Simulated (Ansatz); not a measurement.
# ClFGaH5O: the cost of one run

Method: RKS PBE-D4/def2-SVP; program: Ansatz 0.2.0.

## 1. Reference run: ClFGaH5O, relaxed

The input, input.yaml:

```yaml
crystal:
  periodic: [false, false, false]
  atoms:
    - { symbol: Ga, position_ang: [-1.227283, -0.306028, -0.676986] }
    - { symbol: Cl, position_ang: [0.346562, -2.112831, 0.368313] }
    - { symbol: H, position_ang: [-0.805877, -0.271457, -2.177939] }
    - { symbol: H, position_ang: [-2.528351, -0.404552, 0.184361] }
    - { symbol: H, position_ang: [1.079026, 0.884582, 0.284387] }
    - { symbol: O, position_ang: [-0.096451, 1.358165, 0.196183] }
    - { symbol: H, position_ang: [1.543456, -0.837547, 0.376505] }
    - { symbol: F, position_ang: [2.087534, 0.228348, 0.325363] }
    - { symbol: H, position_ang: [-0.398616, 1.46132, 1.119713] }
basis:
  gaussian: { orbitals: def2-SVP }
hamiltonian:
  xc: pbe
  dispersion: d4
output:
  forces: true
relax:
  f_tol: 0.02
  max_steps: 120
  constraints:
    - { distance: [0, 5] }
    - { distance: [4, 7] }
    - { distance: [1, 6] }
    - { distance: [0, 1] }
    - { distance: [4, 5] }
    - { distance: [6, 7] }
  escape_saddle: false
```

Launch:

```bash
$ ansatz run input.yaml --threads 1 --pin off --max-ram 2560MiB --backend cpu --events-out ev --progress --plain --runs-dir out
```

**Question.** How long does this run take on 1 thread of AMD EPYC, shared host, and how much memory does it need?

About 6.6 s, with a peak of 0.15 GiB.
